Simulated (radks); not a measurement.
# V²⁺ in [Ar] 3d3: an all-electron calculation

One table from this session's results is given with a row withheld; the runs are named, their logs left out.

The numbers are computed with radks (a radial shooting solver on a logarithmic mesh, Libxc functionals) version 1 (non-relativistic Kohn-Sham, LDA (Slater exchange, Perdew-Wang correlation), spin-unpolarised, spherical densities, point nucleus), except any that are marked as measured or tabulated.

## What is computed

```
element       : vanadium (Z = 23)
charge        : +2
electrons     : 21
configuration : [Ar] 3d3
```

The outer shells:

V²⁺
```
[Ar] core
3d [↑ ][↑ ][↑ ][  ][  ]
```

Set-up of the first run:

Settings of this run:

```text
Z 23
configuration [Ar] 3d3 4s0 4p0
relativity non-relativistic
functional lda,pw
spin unpolarised
nucleus point
```

Command:

```sh
python run_ks.py task.json out
```

This one command runs every case of the session in turn.

Among the steps run: Self-consistent calculation.

One table of the session follows, with a row left open; its other results are not shown here.

It belongs to the step «Radial structure». Radial moments (bohr):

```
level      <r>  outermost maximum (interpolated)  90 % within  nodes
   1s  0.06717                            0.0442        0.120      0
   2s   0.3119                             0.259        0.484      1
   2p   0.2755                             0.209        0.452      0
   3s   0.9581                             0.827         1.44      2
   3p    1.019                             0.847         1.57      1
   3d    1.310                             0.880         2.24      0
   4s        ?                                 ?            ?      ?
   4p    3.270                              2.87         4.82      2
```

Estimate the missing values for 4s.

The run gave: <r>: 2.786; outermost maximum (interpolated): 2.46; 90 % within: 4.07; nodes: 3. In the column «<r>» it lies between 3d (1.310) and 4p (3.270).

Limits of these values: Spin polarisation and multiplet splitting are left out.
